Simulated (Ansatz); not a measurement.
# GaSiP (triplet): from Hartree-Fock to the top rungs at distance Ga1–Si2 = 1.997 Å, cc-pVDZ

An exercise on one series of results from a longer session: the logs are not shown, and one member is left open.

Computed with Ansatz 0.2.0, Gaussian basis. Level: cc-pVDZ, core rule «outside noble gas», up to 24 orbitals frozen.

Plan: UHF; CCSD(T) on ROHF; CCSD(T) on UHF; BCCD(T) on ROHF; CISD; CCSDT(Q) on ROHF; CCSDT(Q) on UHF; CASSCF and MRCISD+Q, 4 electrons in 4 orbitals; CASSCF and NEVPT2, 4 electrons in 4 orbitals.

34 further runs of the same task are left out: 3 for a known fault of the program, 2 for a mislabelled method, 21 that didn't finish, 8 set aside as unsound or not needed.

**The system**

The geometry derives from a PBE0/def2-TZVP stationary point (not a proven minimum). One bond is set to the value named and the two fragments are kept rigid. No spin-orbit coupling is included. The filled d shell of Ga may be among the frozen orbitals whatever the setting's name suggests; the logs give the count.

3 atoms, charge 0, spin multiplicity 3.

Atoms are counted from 1 here; the program's logs count them from 0.

Bond lengths: Ga1–Si2 1.997 Å, Si2–P3 2.106 Å. Angles: Ga1–Si2–P3 180.0°.

Set-up of the first run:

in.yaml

```yaml
crystal:
  periodic: [false, false, false]
  atoms:
    - {symbol: Ga, position_ang: [0.000000, 0.000000, -2.033433]}
    - {symbol: Si, position_ang: [0.000000, 0.000000, -0.036433]}
    - {symbol: P, position_ang: [0.000000, 0.000000, 2.069867]}
basis:
  gaussian: {orbitals: cc-pVDZ}
magnetization: {spin_polarized: true, initial_magnetization: 2}
hamiltonian: {xc: hf}
output: {orbitals: {seedname: orbitals}}
```

Command:

```
> ansatz run in.yaml --threads 1 --pin off --events-out ev --progress --plain --max-ram 2393MiB
```

Among the steps run: UHF; CCSD(T) on ROHF; CCSD(T) on UHF; BCCD(T) on ROHF; CISD; CCSDT(Q) on ROHF; CCSDT(Q) on UHF; CASSCF and MRCISD+Q, 4 electrons in 4 orbitals; CASSCF and NEVPT2, 4 electrons in 4 orbitals.

One of the session's tables, all rows but one given; the rest of the session is left out.

| method | from RCCSDT(Q) (meV) |
| --- | --- |
| RMP2 | +1742.3 |
| UMP2 | +1879.1 |
| RCCSD | +709.5 |
| UCCSD | +689.9 |
| RCCSD(T) | +138.3 |
| UCCSD(T) | +210.9 |
| BCCD(T) | ? |
| RCCSDT | +93.7 |
| UCCSDT | +77.7 |
| RCCSDT(Q) | 0 |
| UCCSDT(Q) | -27.6 |

Q: Estimate the row for BCCD(T) from the others.

As computed: from RCCSDT(Q) (meV): +133.6. In the column «from RCCSDT(Q) (meV)» it lies between RCCSDT (+93.7) and RCCSD(T) (+138.3).

Not comparable, so not listed: CISD (they don't share determinant, frozen orbitals or solution with the rows shown, or repeat one).

To keep in mind: The determinant is far from a pure spin state, so its energy mixes those of several spin states (harmless only where they are near-degenerate, as at dissociation). Left out of the table: CASSCF pair, NEVPT2 pair, MRCISD pair, MRCISD+Q pair (the active space lost an orbital or holds another state than full CI finds). Left out of the table: ROHF, UHF (another determinant or state than the rows shown). Warnings: spin contamination; coupled cluster took another determinant than the lowest; large T1 diagnostic. Restricted and unrestricted rows rest on different reference determinants; where their highest levels disagree by more than a few hundredths of an eV, they describe different states and don't form one ladder. Warnings in the runs' records: passed over end.
